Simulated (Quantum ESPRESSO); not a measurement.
# MgO (Fm-3m) in Quantum ESPRESSO: further runs, part 2 of 2

Quantum ESPRESSO 7.5. Earlier steps stand in the parts before.

### Step 4. Single point, PBEsol (volume scaled by 0.88)

Input file scf.in:

```
&CONTROL
  calculation = 'scf'
  prefix = 'pwscf'
  outdir = './tmp'
  pseudo_dir = './pseudo'
/
&SYSTEM
  ibrav = 0
  nat = 2
  ntyp = 2
  ecutwfc = 84
  nbnd = 14
  occupations = 'smearing'
  smearing = 'fd'
  degauss = 0.00367493
  force_symmorphic = .true.
/
&ELECTRONS
  conv_thr = 4d-10
  electron_maxstep = 120
  mixing_beta = 0.5
/
ATOMIC_SPECIES
Mg    24.3050 Mg.upf
O     15.9990 O.upf
CELL_PARAMETERS angstrom
   0.0000000000    2.0095228227    2.0095228227
   2.0095228227    0.0000000000    2.0095228227
   2.0095228227    2.0095228227    0.0000000000
ATOMIC_POSITIONS crystal
Mg     0.0000000000    0.0000000000    0.0000000000
O      0.5000000000    0.5000000000    0.5000000000
K_POINTS automatic
12 12 12 0 0 0
```

Input file nscf.in:

```
&CONTROL
  calculation = 'nscf'
  prefix = 'pwscf'
  outdir = './tmp'
  pseudo_dir = './pseudo'
/
&SYSTEM
  ibrav = 0
  nat = 2
  ntyp = 2
  ecutwfc = 84
  nbnd = 128
  occupations = 'fixed'
  force_symmorphic = .true.
/
&ELECTRONS
  conv_thr = 1d-08
  diago_full_acc = .true.
  diago_thr_init = 1d-06
/
ATOMIC_SPECIES
Mg    24.3050 Mg.upf
O     15.9990 O.upf
CELL_PARAMETERS angstrom
   0.0000000000    2.0095228227    2.0095228227
   2.0095228227    0.0000000000    2.0095228227
   2.0095228227    2.0095228227    0.0000000000
ATOMIC_POSITIONS crystal
Mg     0.0000000000    0.0000000000    0.0000000000
O      0.5000000000    0.5000000000    0.5000000000
K_POINTS automatic
6 6 6 0 0 0
```

Potentials or basis: PseudoDojo 0.4.1 SR PBEsol standard.

Run with:

```sh
> OMP_NUM_THREADS=1 pw.x -in scf.in > scf.out
> OMP_NUM_THREADS=1 pw.x -in nscf.in > nscf.out
```

scf.out:

```text
This program is part of the open-source Quantum ESPRESSO suite
     for quantum simulation of materials; please cite
[... 9 lines left out ...]
     --------------------
     sticks:   dense  smooth     PW     G-vecs:    dense   smooth      PW
     Sum         673     673    211                11311    11311    1989

     Using Slab Decomposition

     bravais-lattice index     =            0
     lattice parameter (alat)  =       5.3704  a.u.
     unit-cell volume          =     109.5230 (a.u.)^3
     number of atoms/cell      =            2
     number of atomic types    =            2
     number of electrons       =        16.00
     number of Kohn-Sham states=           14
     kinetic-energy cutoff     =      84.0000  Ry
     charge density cutoff     =     336.0000  Ry
     scf convergence threshold =      4.0E-10
     mixing beta               =       0.5000
     number of iterations used =            8  plain     mixing
     Exchange-correlation= PBESOL
                           (   1   4  10   8   0   0   0)

     celldm(1)=   5.370402  celldm(2)=   0.000000  celldm(3)=   0.000000
     celldm(4)=   0.000000  celldm(5)=   0.000000  celldm(6)=   0.000000

     crystal axes: (cart. coord. in units of alat)
               a(1) = (   0.000000   0.707107   0.707107 )
               a(2) = (   0.707107   0.000000   0.707107 )
               a(3) = (   0.707107   0.707107   0.000000 )

     reciprocal axes: (cart. coord. in units 2 pi/alat)
               b(1) = ( -0.707107  0.707107  0.707107 )
               b(2) = (  0.707107 -0.707107  0.707107 )
               b(3) = (  0.707107  0.707107 -0.707107 )

     PseudoPot. # 1 for Mg read from file:
     Mg.upf
[... 35 lines left out ...]
        k(    3) = (   0.1178511   0.1178511  -0.1178511), wk =   0.0092593
        k(    4) = (   0.1767767   0.1767767  -0.1767767), wk =   0.0092593
        k(    5) = (   0.2357023   0.2357023  -0.2357023), wk =   0.0092593
        k(    6) = (   0.2946278   0.2946278  -0.2946278), wk =   0.0092593
[... 64 lines left out ...]
        k(   71) = (  -0.7071068   0.2357023   0.0000000), wk =   0.0138889
        k(   72) = (  -0.7071068   0.3535534   0.0000000), wk =   0.0069444

     Dense  grid:    11311 G-vectors     FFT dimensions: (  32,  32,  32)

     Initial potential from superposition of free atoms

     starting charge      15.9992, renormalised to      16.0000
     Starting wfcs are    9 randomized atomic wfcs +    5 random wfcs

     Self-consistent Calculation

     iteration #  1     ecut=    84.00 Ry     beta= 0.50
     Davidson diagonalization with overlap
     ethr =  1.00E-02,  avg # of iterations =  5.2

     total energy              =    -151.71024886 Ry
     estimated scf accuracy    <       0.34861441 Ry
[... 50 lines left out ...]
     iteration #  9     ecut=    84.00 Ry     beta= 0.50
     Davidson diagonalization with overlap
     ethr =  3.66E-12,  avg # of iterations =  2.0

     End of self-consistent calculation

          k = 0.0000 0.0000 0.0000 (  1411 PWs)   bands (ev):

   -61.6936 -28.6429 -28.6429 -28.6429  -8.1080   9.7999   9.7999   9.7999
    15.9588  26.3939  26.3939  26.3939  30.4593  32.7887
[... 308 lines left out ...]
   -61.6702 -28.7474 -28.7268 -28.6842  -6.0217   5.8272   6.6684   8.2752
    20.7629  23.2874  23.3626  28.6707  31.2547  36.0393

          k =-0.7071 0.1179-0.0000 (  1416 PWs)   bands (ev):

   -61.6698 -28.7669 -28.6982 -28.6940  -6.0605   5.2516   7.9264   8.1139
    19.5075  21.7494  24.1028  29.9800  31.1222  38.5033

          k =-0.2357-0.4714 0.7071 (  1413 PWs)   bands (ev):
[... 36 lines left out ...]
   -61.6698 -28.7324 -28.7324 -28.6974  -5.9837   6.3650   6.3650   7.7432
    22.2985  22.2985  23.6759  27.1831  33.6929  33.6929

     the Fermi energy is    14.2014 ev

!    total energy              =    -151.80910361 Ry
     estimated scf accuracy    <          2.2E-11 Ry
     smearing contrib. (-TS)   =      -0.00000000 Ry
     internal energy E=F+TS    =    -151.80910361 Ry

     The total energy is F=E-TS. E is the sum of the following terms:
     one-electron contribution =     -67.32669706 Ry
     hartree contribution      =      39.08620422 Ry
     xc contribution           =     -24.25069612 Ry
     ewald contribution        =     -99.31791465 Ry

     convergence has been achieved in   9 iterations

=------------------------------------------------------------------------------=
   JOB DONE.
=------------------------------------------------------------------------------=
```

nscf.out:

```text
This program is part of the open-source Quantum ESPRESSO suite
     for quantum simulation of materials; please cite
         "P. Giannozzi et al., J. Phys.:Condens. Matter 21 395502 (2009);
         "P. Giannozzi et al., J. Phys.:Condens. Matter 29 465901 (2017);
         "P. Giannozzi et al., J. Chem. Phys. 152 154105 (2020);
[... 405 lines left out ...]
   204.7488 205.7777 206.6470 207.4211 208.9146 209.0891 212.2579 213.6194
   214.1849 215.0361 217.8364 217.8853 218.4359 219.4710 220.0953 221.4019

     highest occupied, lowest unoccupied level (ev):     9.7999   15.9588

=------------------------------------------------------------------------------=
   JOB DONE.
=------------------------------------------------------------------------------=
```

It took 24 s on 1 thread of Intel Xeon Platinum 8488C (Sapphire Rapids), shared host; peak memory 0.06 GiB.

Results:

```
Band gap on the k mesh, mean-field level : 6.16 eV, direct
```

Caveat: the k mesh is coarse (spacing up to 0.45 Å⁻¹), so the values aren't converged.

### Step 5. Single point, PBEsol (volume scaled by 0.92)

scf.in: that of step 4 with these lines changed.

```diff
@@ -26,5 +26,5 @@
 CELL_PARAMETERS angstrom
-   0.0000000000    2.0095228227    2.0095228227
-   2.0095228227    0.0000000000    2.0095228227
-   2.0095228227    2.0095228227    0.0000000000
+   0.0000000000    2.0395201231    2.0395201231
+   2.0395201231    0.0000000000    2.0395201231
+   2.0395201231    2.0395201231    0.0000000000
 ATOMIC_POSITIONS crystal
```

nscf.in: that of step 4 with these lines changed.

```diff
@@ -24,5 +24,5 @@
 CELL_PARAMETERS angstrom
-   0.0000000000    2.0095228227    2.0095228227
-   2.0095228227    0.0000000000    2.0095228227
-   2.0095228227    2.0095228227    0.0000000000
+   0.0000000000    2.0395201231    2.0395201231
+   2.0395201231    0.0000000000    2.0395201231
+   2.0395201231    2.0395201231    0.0000000000
 ATOMIC_POSITIONS crystal
```

Potentials or basis: PseudoDojo 0.4.1 SR PBEsol standard.

Run with:

```sh
> OMP_NUM_THREADS=1 pw.x -in scf.in > scf.out
> OMP_NUM_THREADS=1 pw.x -in nscf.in > nscf.out
```

scf.out:

```text
This program is part of the open-source Quantum ESPRESSO suite
     for quantum simulation of materials; please cite
         "P. Giannozzi et al., J. Phys.:Condens. Matter 21 395502 (2009);
         "P. Giannozzi et al., J. Phys.:Condens. Matter 29 465901 (2017);
         "P. Giannozzi et al., J. Chem. Phys. 152 154105 (2020);
     in publications or presentations arising from this work. More details at

     Message from routine setup:
     using ibrav=0 with symmetry is DISCOURAGED, use correct ibrav instead

     G-vector sticks info
     --------------------
     sticks:   dense  smooth     PW     G-vecs:    dense   smooth      PW
     Sum         685     685    211                11935    11935    2085

     Using Slab Decomposition

     bravais-lattice index     =            0
     lattice parameter (alat)  =       5.4506  a.u.
     unit-cell volume          =     114.5013 (a.u.)^3
     number of atoms/cell      =            2
     number of atomic types    =            2
     number of electrons       =        16.00
     number of Kohn-Sham states=           14
     kinetic-energy cutoff     =      84.0000  Ry
     charge density cutoff     =     336.0000  Ry
     scf convergence threshold =      4.0E-10
     mixing beta               =       0.5000
     number of iterations used =            8  plain     mixing
     Exchange-correlation= PBESOL
                           (   1   4  10   8   0   0   0)

     celldm(1)=   5.450569  celldm(2)=   0.000000  celldm(3)=   0.000000
     celldm(4)=   0.000000  celldm(5)=   0.000000  celldm(6)=   0.000000

     crystal axes: (cart. coord. in units of alat)
               a(1) = (   0.000000   0.707107   0.707107 )
               a(2) = (   0.707107   0.000000   0.707107 )
               a(3) = (   0.707107   0.707107   0.000000 )

     reciprocal axes: (cart. coord. in units 2 pi/alat)
               b(1) = ( -0.707107  0.707107  0.707107 )
               b(2) = (  0.707107 -0.707107  0.707107 )
               b(3) = (  0.707107  0.707107 -0.707107 )

     PseudoPot. # 1 for Mg read from file:
     Mg.upf
     Pseudo is Norm-conserving, Zval = 10.0
     Generated using ONCVPSP code by D. R. Hamann
     Using radial grid of 1510 points,  4 beta functions with:
                l(1) =   0
                l(2) =   0
                l(3) =   1
                l(4) =   1

     PseudoPot. # 2 for O  read from file:
     O.upf
     Pseudo is Norm-conserving + core correction, Zval =  6.0
     Generated using ONCVPSP code by D. R. Hamann
     Using radial grid of  936 points,  5 beta functions with:
                l(1) =   0
                l(2) =   0
                l(3) =   1
                l(4) =   1
                l(5) =   2

     atomic species   valence    mass     pseudopotential
     Mg               10.00    24.30500     Mg( 1.00)
     O                 6.00    15.99900     O ( 1.00)

     48 Sym. Ops., with inversion, found

   Cartesian axes

     site n.     atom                  positions (alat units)
         1        Mg     tau(   1) = (   0.0000000   0.0000000   0.0000000  )
         2        O      tau(   2) = (   0.7071068   0.7071068   0.7071068  )

     number of k points=    72  Fermi-Dirac smearing, width (Ry)=  0.0037
                       cart. coord. in units 2pi/alat
        k(    1) = (   0.0000000   0.0000000   0.0000000), wk =   0.0011574
        k(    2) = (   0.0589256   0.0589256  -0.0589256), wk =   0.0092593
        k(    3) = (   0.1178511   0.1178511  -0.1178511), wk =   0.0092593
        k(    4) = (   0.1767767   0.1767767  -0.1767767), wk =   0.0092593
        k(    5) = (   0.2357023   0.2357023  -0.2357023), wk =   0.0092593
        k(    6) = (   0.2946278   0.2946278  -0.2946278), wk =   0.0092593
[... 64 lines left out ...]
        k(   71) = (  -0.7071068   0.2357023   0.0000000), wk =   0.0138889
        k(   72) = (  -0.7071068   0.3535534   0.0000000), wk =   0.0069444

     Dense  grid:    11935 G-vectors     FFT dimensions: (  32,  32,  32)

     Initial potential from superposition of free atoms

     starting charge      15.9992, renormalised to      16.0000
     Starting wfcs are    9 randomized atomic wfcs +    5 random wfcs

     Self-consistent Calculation

     iteration #  1     ecut=    84.00 Ry     beta= 0.50
     Davidson diagonalization with overlap
     ethr =  1.00E-02,  avg # of iterations =  5.2

     total energy              =    -151.71669996 Ry
     estimated scf accuracy    <       0.34783395 Ry

     iteration #  2     ecut=    84.00 Ry     beta= 0.50
     Davidson diagonalization with overlap
     ethr =  2.17E-03,  avg # of iterations =  2.0
[... 43 lines left out ...]
     total energy              =    -151.81728843 Ry
     estimated scf accuracy    <          6.4E-10 Ry

     iteration #  9     ecut=    84.00 Ry     beta= 0.50
     Davidson diagonalization with overlap
     ethr =  4.02E-12,  avg # of iterations =  2.0

     End of self-consistent calculation

          k = 0.0000 0.0000 0.0000 (  1459 PWs)   bands (ev):

   -62.4410 -29.3888 -29.3888 -29.3888  -8.4692   9.1813   9.1813   9.1813
    14.8396  25.5216  25.5216  25.5216  29.4694  31.7276

          k = 0.0589 0.0589-0.0589 (  1462 PWs)   bands (ev):

   -62.4400 -29.3977 -29.3896 -29.3896  -8.3774   8.6954   9.1256   9.1256
    15.2849  24.4892  25.7144  25.7144  30.8959  31.2192

          k = 0.1179 0.1179-0.1179 (  1477 PWs)   bands (ev):
[... 116 lines left out ...]
   -62.4293 -29.4744 -29.4202 -29.3966  -7.2560   5.5834   7.6797   8.6123
    18.5547  21.5933  25.2360  27.6293  29.1110  31.8263

          k = 0.0000-0.2357 0.2357 (  1492 PWs)   bands (ev):

   -62.4326 -29.4526 -29.4114 -29.3929  -7.6219   6.3595   8.1244   8.8030
    17.7734  21.7779  25.8649  27.5072  28.4596  31.4691

          k = 0.3536 0.0000 0.0000 (  1491 PWs)   bands (ev):

   -62.4314 -29.4476 -29.4099 -29.4099  -7.5466   6.3412   8.3595   8.3595
    18.2140  20.4975  25.6960  27.6051  27.6051  33.7524

          k = 0.4125 0.0589-0.0589 (  1486 PWs)   bands (ev):

   -62.4287 -29.4648 -29.4155 -29.4146  -7.2662   5.7705   8.0680   8.1841
    18.9558  20.0313  24.7130  27.9947  28.2484  34.3080

          k = 0.4714 0.1179-0.1179 (  1494 PWs)   bands (ev):
[... 56 lines left out ...]
   -62.4221 -29.4943 -29.4342 -29.4292  -6.6146   4.7893   7.4790   7.7353
    18.6127  20.3749  23.1005  29.2837  29.3043  37.0261

          k = 0.0000-0.5893 0.5893 (  1498 PWs)   bands (ev):

   -62.4219 -29.4889 -29.4459 -29.4262  -6.5595   4.9644   6.8609   7.7859
    19.0923  21.0774  22.8401  28.9332  28.9973  37.6108

          k =-0.7071 0.0000 0.0000 (  1524 PWs)   bands (ev):

   -62.4218 -29.4978 -29.4312 -29.4312  -6.5944   4.6778   7.6910   7.6910
    18.3111  20.1566  23.1845  29.5189  29.5189  36.6247

          k = 0.2357 0.1179 0.0000 (  1483 PWs)   bands (ev):

   -62.4352 -29.4317 -29.4025 -29.3943  -7.9072   7.1077   8.5699   8.8379
    17.0179  22.1000  26.3151  26.7893  28.3870  31.9228

          k = 0.2946 0.1768-0.0589 (  1489 PWs)   bands (ev):

   -62.4319 -29.4569 -29.4096 -29.3968  -7.5593   6.1877   8.2065   8.6673
    17.9091  21.5401  25.8948  27.3069  28.4222  32.1191

          k = 0.3536 0.2357-0.1179 (  1482 PWs)   bands (ev):
[... 6 lines left out ...]
   -62.4262 -29.5022 -29.4165 -29.4044  -6.8779   4.6382   7.7303   8.3240
    18.5379  22.2166  24.8265  26.9936  30.8391  32.7843

          k =-0.2357-0.3536 0.4714 (  1496 PWs)   bands (ev):

   -62.4253 -29.5092 -29.4171 -29.4060  -6.7609   4.3974   7.6678   8.2688
    18.5341  22.5064  24.6662  26.9090  31.5288  32.6453

          k = 0.3536 0.1179 0.0000 (  1487 PWs)   bands (ev):

   -62.4307 -29.4561 -29.4135 -29.4050  -7.4623   6.1276   8.1362   8.4271
    18.3953  20.7341  25.4815  27.7228  27.8382  33.3058

          k = 0.4125 0.1768-0.0589 (  1486 PWs)   bands (ev):

   -62.4278 -29.4750 -29.4217 -29.4085  -7.1349   5.5109   7.6996   8.2441
    19.1252  20.7001  24.5689  27.6957  28.8015  33.6632

          k =-0.2357-0.4714 0.5893 (  1484 PWs)   bands (ev):
[... 56 lines left out ...]
   -62.4221 -29.4869 -29.4438 -29.4284  -6.5755   5.0410   6.9055   7.6317
    19.4171  21.1750  22.7561  27.9316  29.8694  36.3645

          k =-0.0000-0.4714 0.5893 (  1488 PWs)   bands (ev):

   -62.4221 -29.4770 -29.4594 -29.4238  -6.5408   5.3796   6.1859   7.7306
    19.9270  22.1022  22.3318  27.4006  29.9703  34.8255

          k =-0.7071 0.1179-0.0000 (  1508 PWs)   bands (ev):

   -62.4218 -29.4933 -29.4356 -29.4321  -6.5725   4.8220   7.3911   7.5680
    18.8130  20.5936  22.9976  28.6556  29.7867  36.9914

          k =-0.2357-0.4714 0.7071 (  1492 PWs)   bands (ev):

   -62.4254 -29.4809 -29.4356 -29.4128  -6.8722   5.3012   7.1118   8.0327
    20.0899  20.5928  23.7293  27.5342  29.7044  33.4127

          k =-0.1768-0.4125 0.6482 (  1494 PWs)   bands (ev):
[... 16 lines left out ...]
   -62.4221 -29.4750 -29.4563 -29.4292  -6.5360   5.4944   6.2386   7.4424
    20.6308  21.7738  22.4598  26.4884  31.1741  33.4678

          k = 0.0000-0.3536 0.5893 (  1492 PWs)   bands (ev):

   -62.4224 -29.4722 -29.4607 -29.4250  -6.5559   5.6233   6.0241   7.5704
    20.9631  21.4121  22.7286  26.4921  31.8280  32.1639

          k =-0.7071 0.2357 0.0000 (  1488 PWs)   bands (ev):

   -62.4218 -29.4811 -29.4478 -29.4339  -6.5282   5.2431   6.6849   7.3309
    20.0265  21.6781  22.4064  26.9565  30.6797  35.1738

          k =-0.7071 0.3536 0.0000 (  1480 PWs)   bands (ev):

   -62.4218 -29.4644 -29.4644 -29.4347  -6.5058   5.8981   5.8981   7.2164
    21.3719  21.3719  22.4757  25.9213  32.4214  32.4214

     the Fermi energy is    12.8478 ev

!    total energy              =    -151.81728843 Ry
     estimated scf accuracy    <          2.1E-11 Ry
     smearing contrib. (-TS)   =       0.00000000 Ry
     internal energy E=F+TS    =    -151.81728843 Ry

     The total energy is F=E-TS. E is the sum of the following terms:
     one-electron contribution =     -69.56535159 Ry
     hartree contribution      =      39.80200395 Ry
     xc contribution           =     -24.19679589 Ry
     ewald contribution        =     -97.85714489 Ry

     convergence has been achieved in   9 iterations

=------------------------------------------------------------------------------=
   JOB DONE.
=------------------------------------------------------------------------------=
```

Run time: 24 s. Hardware: 1 thread of Intel Xeon Platinum 8488C (Sapphire Rapids), shared host; peak memory 0.06 GiB.

Results:

```
Band gap on the k mesh, mean-field level : 5.66 eV, direct
```

Caveat: the k mesh is coarse (spacing up to 0.44 Å⁻¹), so the values aren't converged.

### Step 6. Single point, PBEsol (volume scaled by 0.96)

scf.in: that of step 5 with these lines changed.

```diff
@@ -26,5 +26,5 @@
 CELL_PARAMETERS angstrom
-   0.0000000000    2.0395201231    2.0395201231
-   2.0395201231    0.0000000000    2.0395201231
-   2.0395201231    2.0395201231    0.0000000000
+   0.0000000000    2.0686600618    2.0686600618
+   2.0686600618    0.0000000000    2.0686600618
+   2.0686600618    2.0686600618    0.0000000000
 ATOMIC_POSITIONS crystal
```

nscf.in: that of step 5 with these lines changed.

```diff
@@ -24,5 +24,5 @@
 CELL_PARAMETERS angstrom
-   0.0000000000    2.0395201231    2.0395201231
-   2.0395201231    0.0000000000    2.0395201231
-   2.0395201231    2.0395201231    0.0000000000
+   0.0000000000    2.0686600618    2.0686600618
+   2.0686600618    0.0000000000    2.0686600618
+   2.0686600618    2.0686600618    0.0000000000
 ATOMIC_POSITIONS crystal
```

Potentials or basis: PseudoDojo 0.4.1 SR PBEsol standard.

Run with:

```sh
> OMP_NUM_THREADS=1 pw.x -in scf.in > scf.out
> OMP_NUM_THREADS=1 pw.x -in nscf.in > nscf.out
```

It took 30 s on 1 thread of Intel Xeon Platinum 8488C (Sapphire Rapids), shared host; peak memory 0.07 GiB.

The run converged. Its results:

- Band gap on the k mesh, mean-field level: 5.20 eV, direct

Levels at points of the mesh, in eV from the valence-band top:
```csv
k point,band 5,band 6,band 7,band 8,band 9,band 10,band 11,band 12
"(0.00, 0.00, 0.00)",-17.42,0.00,0.00,0.00,5.20,16.10,16.10,16.10
"(0.00, 0.00, -0.50)",-15.92,-4.90,-0.71,-0.71,8.12,13.12,16.75,16.75
"(0.00, -0.50, -0.50)",-15.68,-4.32,-1.43,-1.43,9.09,10.49,13.53,19.66
```

Caveat: the k mesh is coarse (spacing up to 0.44 Å⁻¹), so the values aren't converged.

### Step 7. The runs side by side

```csv
level,potentials or basis,cell,k mesh,mesh quality,gap on the mesh (eV)
PBE,PseudoDojo 0.4.1 SR PBE standard,as given,8 × 8 × 8,not flagged,4.89
PBE,PseudoDojo 0.4.1 SR PBE standard,as given,4 × 4 × 4,coarse,4.89
PBEsol,PseudoDojo 0.4.1 SR PBEsol standard,volume scaled by 0.88,6 × 6 × 6,coarse,6.16
PBEsol,PseudoDojo 0.4.1 SR PBEsol standard,volume scaled by 0.92,6 × 6 × 6,coarse,5.66
PBEsol,PseudoDojo 0.4.1 SR PBEsol standard,volume scaled by 0.96,6 × 6 × 6,coarse,5.20
```

Alike in all rows: task single point; no spin polarisation; cutoff (eV) 1143; smearing fixed.

Caveats: some runs use coarse meshes.

Total energies depend on the potentials used, so only differences within one code and one set of settings carry meaning.

### Step 8. How close it comes

Step 2. A measured gap of MgO is 7.83 eV (quoted in “Electronic structure of alkaline earth and post-transition metal oxides”, 2009, arxiv:0908.1581); the calculated 4.89 eV misses it by -2.94 eV. The value is that of PBE, without temperature or zero-point motion. Semilocal functionals fall short of measured gaps as a rule. The cell is a database's relaxed one, not the measured one, which moves gaps too.
